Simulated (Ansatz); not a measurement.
# Rh: the cost of one run

Program: Ansatz 0.2.0. Level of theory: DFT LDA, scalar-relativistic, plane waves, PAW. These are calculated values, not measurements.

4 further runs of the same task are left out: 4 set aside as unsound or not needed.

### 1 The structure to begin with

The structure is hexagonal, space group P6_3/mmc (No. 194). Conventional cell: a = 2.672 Å, b = 2.672 Å, c = 4.306 Å, α = 90.00°, β = 90.00°, γ = 120.00°. Around Rh (site symmetry -6m2) lie 12 Rh at 2.65 to 2.67 Å.

Structure file:

```
CELL_PARAMETERS angstrom
2.67232 0.00000 0.00000
-1.33616 2.31430 0.00000
0.00000 0.00000 4.30625
ATOMIC_POSITIONS crystal
Rh 0.66667 0.33333 0.75000
Rh 0.33333 0.66667 0.25000
```

It goes back to an entry of the Materials Project, which need not be the stable form.

This cell was relaxed beforehand with the same method: volume 13.32 Å³/atom, gap on the mesh none (metal).

### 2 Phonons at Γ, at rest

The input, input.yaml:

```yaml
crystal:
  lattice:
    - [2.672321942, 0.0, 0.0]
    - [-1.336160971, 2.3142986889, 0.0]
    - [0.0, 0.0, 4.3062491848]
  atoms:
    - { symbol: Rh, position: [0.6666666667, 0.3333333333, 0.75] }
    - { symbol: Rh, position: [0.3333333333, 0.6666666667, 0.25] }
basis:
  ecutwfc: 420
kpoints:
  mp_grid: { grid: [18, 18, 10] }
hamiltonian:
  xc: lda
scf:
  occupations: { method: fermi_dirac, width: 0.15 }
output:
  eigenvalues: true
phonons:
  method: dfpt
  eigenvectors: true
```

The run is started by

```sh
$ ansatz run input.yaml --threads 1 --pin off --max-ram 3072MiB --backend cpu --events-out ev --progress --plain --runs-dir out
```

What time and memory should one allow on 1 thread of Intel Xeon 6975P-C (Granite Rapids), shared host?

About 39 s, with a peak of 1.2 GiB.
